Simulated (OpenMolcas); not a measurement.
# Ho³⁺ among point charges: CASSCF levels and susceptibility

How does a field of 6 point charges split the states of Ho³⁺, and what χT follows?

Method: state-averaged CASSCF, spin-orbit coupling by RASSI with atomic mean-field integrals. Code: OpenMolcas 26.06.

**1. Starting point**

```
Species                           : Ho³⁺ (holmium, Z = 67, 64 electrons)
Basis                             : ANO-RCC-VDZP [7s6p4d2f1g], 68 functions
Scalar Hamiltonian                : DKH2, point nucleus
Inactive shells                   : 1s 2s 2p 3s 3p 3d 4s 4p 4d 5s 5p
Active space                      : 10 electrons in 7 orbitals (4f)
Some configurations of this space : 4f10
Orbitals                          : optimised for the highest spin of each parity, averaged over all roots
```

Outer shells as boxes (Hund's rule):

4f10
```
4f [↑↓][↑↓][↑↓][↑ ][↑ ][↑ ][↑ ]
```

The ion sits among 6 point charges of -1 e arranged as a trigonal antiprism (D3d), 2.91 Å from the ion, with a polar angle of 56.9° against the regular 54.74°.

The work runs as a chain of OpenMolcas steps in one folder; each step below is one input file. Labels, J, g values, rates, χT and fits are worked out afterwards by a script from the matrices that RASSI stores. The input lists half of the charges; inversion (Group=XYZ) makes the rest.

**2. GATEWAY and SEWARD: basis and integrals**

The input, a.inp:

```
&GATEWAY
Coord
1

Ho 0.0 0.0 0.0
Basis=ANO-RCC-VDZP
Group=XYZ
NoMove
AngMom=0.0 0.0 0.0
AMFI
XField
3 Angstrom 0
0.000000 2.438456 1.588091 -1.000000
2.111764 -1.219228 1.588091 -1.000000
2.111764 1.219228 -1.588091 -1.000000
&SEWARD
```

The run is started by

```bash
> OMP_NUM_THREADS=1 MOLCAS_MEM=2252 MOLCAS_PROJECT=a pymolcas a.inp > a.log
```

**3. Reference wave functions, quintets of even parity, 35 roots**

The input, a.inp:

```
&RASSCF
FileOrb=start.orb
Symmetry=1
Spin=5
nActEl=10 0 0
Inactive=15 12
Ras2=0 7
CIRoot=35 35 1
SDav=35
CIMx=300
Iter=120 100
PrWF=0.3
OrbListing=Nothing
MaxOrb=0
>>> COPY $Project.JobIph JOB001
```

start.orb holds the contracted functions of the basis, ordered by shell, or the orbitals of the step before.

**4. CASSCF: triplets of even parity, 162 roots**

The input, a.inp:

```
&RASSCF
FileOrb=start.orb
Symmetry=1
Spin=3
nActEl=10 0 0
Inactive=15 12
Ras2=0 7
CIRoot=162 162 1
SDav=210
CIMx=300
Iter=120 100
PrWF=0.3
OrbListing=Nothing
MaxOrb=0
CIOnly
>>> COPY $Project.JobIph JOB002
```

**5. CASSCF: singlets of even parity, 162 roots**

The input, a.inp:

```
&RASSCF
FileOrb=start.orb
Symmetry=1
Spin=1
nActEl=10 0 0
Inactive=15 12
Ras2=0 7
CIRoot=162 162 1
SDav=196
CIMx=300
Iter=120 100
PrWF=0.3
OrbListing=Nothing
MaxOrb=0
CIOnly
>>> COPY $Project.JobIph JOB003
```

**6. RASSI: spin-orbit coupling between the states**

The input, a.inp:

```
&RASSI
NrOfJobIphs=3 30 106 31
1 2 3 4 5 6 7 8 9 10 11 12 13 14 15 16 17 18 19 20 21 22 23 24 25 26 27
28 29 30
1 2 3 4 5 6 7 8 9 10 11 12 13 14 15 16 17 18 19 20 21 22 23 24 25 26 27
28 29 30 31 32 33 34 35 36 37 38 39 40 41 42 43 44 45 46 47 48 49 50 51
52 53 54 55 56 57 58 59 60 61 62 63 64 65 66 67 68 69 70 71 72 73 74 75
76 77 78 79 80 81 82 83 84 85 86 87 88 89 90 91 92 93 94 95 96 97 98 99
100 101 102 103 104 105 106
1 2 3 4 5 6 7 8 9 10 11 12 13 14 15 16 17 18 19 20 21 22 23 24 25 26 27
28 29 30 31
IphNames
JOB001
JOB002
JOB003
EJob
SpinOrbit
DIPRint=1.0
SOCoupling=1000.0
Subsets=2
Property=9
'ANGMOM' 1 'ANGMOM' 2 'ANGMOM' 3 'MLTPL  1' 1 'MLTPL  1' 2 'MLTPL  1' 3
'AMFI' 1 'AMFI' 2 'AMFI' 3
SOProperty=3
'ANGMOM' 1 'ANGMOM' 2 'ANGMOM' 3
```

Q: Predict the outcome of this session. Wanted: spin-free ground state; first state of the same spin within the active space; lowest level; next level.

The runs gave:

| quantity | value |
| --- | --- |
| method | CASSCF |
| spin-free ground state | 5A1, 1-fold in its orbital part |
| first state of the same spin within the active space | 5E at 2.66 cm⁻¹ |
| lowest level | 1-fold A1 |
| next level | 0.2 cm⁻¹ |
| χT at 300 K | 13.93 cm³ K/mol |
| effective moment at 300 K | 10.55 μB |

**Reading.** The spin-free ground state (5A1) comes to 100 % from free-ion I terms and keeps the highest spin of the shell. The triplets, singlets rest on orbitals optimised for another spin in at least one step, which raises them against the optimised states. Not all states of the active space went into the spin-orbit step. High states of lower spin are left out of the spin-orbit mixing, and CASSCF puts spin-flip levels too high. This is an electrostatic model: the charges have no orbitals.
